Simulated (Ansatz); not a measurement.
# AgRh under changes of volume

One of the cells (16.064 Å³/atom); the others are scaled copies at fixed shape and fractional positions:

```
Ag Rh
1.0
     2.77759    0.00000    0.00000
    -1.38879    2.40546    0.00000
     0.00000    0.00000    4.80860
Ag Rh
1 1
Direct
  0.00000 0.00000 0.50000
  0.66667 0.33333 0.00000
```

The cell comes from a database or a generator and needn't be the stable form of this composition.

| Quantity | Value |
| --- | --- |
| Program | Ansatz 0.2.0 |
| Functional | PBE0 |
| Potentials or basis | Ansatz PAW |
| Cutoff | 420 eV (not typed: the program's choice for these potentials) |
| k mesh | 6 × 6 × 4 |
| Occupations | fermi-dirac, width 0.05 eV |
| Spin | no spin polarisation |

```csv
volume (Å³/atom),energy over the lowest point (meV/atom),pressure (GPa)
15.100,2.94,3.4
15.421,0.00,-0.4
15.743,?,?
16.064,14.51,-6.6
16.385,30.31,-9.1
16.707,50.79,-11.3
17.028,75.27,-13.2
```

**Question.** What does the run at 15.743 Å³/atom give?

**Answer.** Energy over the lowest point 4.17 meV/atom; pressure -3.7 GPa.

Worked out: A Birch-Murnaghan fit of order 3 (a polynomial in V^(-2/3)) to the other rows has its minimum at 15.39 Å³/atom with B0 = V·E''(V) = 173 GPa and B' = 5.6 at fixed shape and positions, which overstates the stiffness. It gives 4.17 meV/atom at 15.743 Å³/atom, against the run's 4.17, and -dE/dV = -3.7 GPa, against -3.7.

Energies are extrapolated to zero smearing.

Caveats: all runs use coarse meshes; the PAW data sets come from PBE, with cores solved anew for the run's functional, which leaves a small shift of forces and pressure; the thresholds are loose for stress.
